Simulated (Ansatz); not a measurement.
# LiAs (triplet): wave-function methods side by side at distance As1–Li2 = 1.937 Å, cc-pVDZ

Aim: climb from Hartree-Fock through coupled cluster and multireference methods for LiAs (triplet) at one geometry and basis, and see what each rung misses.

The runs use Ansatz 0.2.0, Gaussian basis; cc-pVDZ, core rule «outside noble gas», up to 15 orbitals frozen.

Plan: UHF; CCSD(T) on ROHF; CCSD(T) on UHF; BCCD(T) on ROHF; CISD; CCSDT(Q) on ROHF; CCSDT(Q) on UHF; CASSCF and MRCISD+Q, 4 electrons in 4 orbitals; CASSCF and NEVPT2, 4 electrons in 4 orbitals; Full CI.

70 further runs of the same task are left out: 47 for a known fault of the program, 1 for a mislabelled method, 18 that didn't finish, 4 set aside as unsound or not needed.

## 1. The geometry

The geometry derives from a PBE0/def2-TZVP stationary point (not a proven minimum). One bond is set to the value named and the two fragments are kept rigid. No spin-orbit coupling is included. The filled d shell of As may be among the frozen orbitals whatever the setting's name suggests; the logs give the count.

2 atoms, charge 0, spin multiplicity 3.

Atoms are counted from 1 here; the program's logs count them from 0.

Bond lengths: As1–Li2 1.937 Å.

## 2. UHF

Contents of in.yaml:

```yaml
crystal:
  periodic: [false, false, false]
  atoms:
    - {symbol: As, position_ang: [0.000000, 0.000000, 0.000000]}
    - {symbol: Li, position_ang: [0.000000, 0.000000, 1.937000]}
basis:
  gaussian: {orbitals: cc-pVDZ}
magnetization: {spin_polarized: true, initial_magnetization: 2}
hamiltonian: {xc: hf}
output: {orbitals: {seedname: orbitals}}
```

Command:

```console
ansatz run in.yaml --threads 1 --pin off --events-out ev --progress --plain --max-ram 2393MiB
```

After this run come: CCSD(T) on ROHF; CCSD(T) on UHF; BCCD(T) on ROHF; CISD; CCSDT(Q) on ROHF; CCSDT(Q) on UHF; CASSCF and MRCISD+Q, 4 electrons in 4 orbitals; CASSCF and NEVPT2, 4 electrons in 4 orbitals; Full CI.

Q: Predict the results of all the runs planned. Wanted: FCI below the RHF energy; RMP2 from FCI; UMP2 from FCI; RCCSD from FCI; RCCSD(T) from FCI; UCCSD(T) from FCI; RCCSDT(Q) from FCI; UCCSDT(Q) from FCI; NEVPT2 pair from FCI.

The runs gave:

| quantity | value |
| --- | --- |
| FCI below the RHF energy | -2.5891 eV |
| RMP2 from FCI | +11.83 kcal/mol |
| UMP2 from FCI | +12.14 kcal/mol |
| RCCSD from FCI | +1.64 kcal/mol |
| RCCSD(T) from FCI | +0.41 kcal/mol |
| UCCSD(T) from FCI | +0.26 kcal/mol |
| RCCSDT(Q) from FCI | +0.01 kcal/mol |
| UCCSDT(Q) from FCI | -0.14 kcal/mol |
| NEVPT2 pair from FCI | +10.78 kcal/mol |
| MRCISD+Q pair from FCI | -0.13 kcal/mol |
| levels within 1 kcal/mol (43 meV) | RCCSD(T), UCCSD(T), BCCD(T), RCCSDT, UCCSDT, RCCSDT(Q), UCCSDT(Q), MRCISD+Q pair |
| T1 diagnostic | 0.021 |
| effectively unpaired electrons | 2.03 |

RCCSD(T) lands +0.41 kcal/mol from the yardstick (0.7 % of the correlation energy). UCCSDT, UCCSDT(Q), MRCISD+Q pair fall below full CI: unrestricted runs freeze a spin-polarised core, another one than full CI's, and coupled cluster isn't variational. One determinant dominates. Of the multireference levels listed MRCISD+Q pair comes nearest in total energy (-0.13 kcal/mol), which doesn't show that its space is the better one. These misses are within one basis, not against nature; the frozen cores of restricted and unrestricted runs differ, which can shift their rows.
